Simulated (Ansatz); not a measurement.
# AgRh in Ansatz: the effect of functional

AgRh:

```
Ag Rh
1.0
     2.72089    0.00000    0.00000
    -1.36044    2.35636    0.00000
     0.00000    0.00000    4.71044
Ag Rh
1 1
Cartesian
  0.0000 0.0000 2.3552
  1.3604 0.7855 0.0000
```

The cell comes from a database or a generator and needn't be the stable form of this composition.

The cell isn't the ideal one: volume scaled by 0.94.

Alike in all runs:

```yaml
Program: Ansatz 0.2.0
Task: single point
Potentials_or_basis: Ansatz PAW
k_mesh: 11 × 11 × 6
Occupations: fermi-dirac, width 0.05 eV
Spin: no spin polarisation
```

Question: One run gave: pressure -6.4 GPa. Which functional did it use?
A. PBE
B. r2SCAN
C. LDA

Answer: C.

```csv
functional,cutoff,pressure (GPa)
LDA,420 eV (not typed: the program's choice for these potentials),-6.4
r2SCAN,500 eV (not typed: the program's choice for these potentials),3.6
PBE,420 eV (not typed: the program's choice for these potentials),8.4
```

Caveats: the PAW data sets come from PBE, with cores solved anew for the run's functional, which leaves a small shift of forces and pressure (some runs).
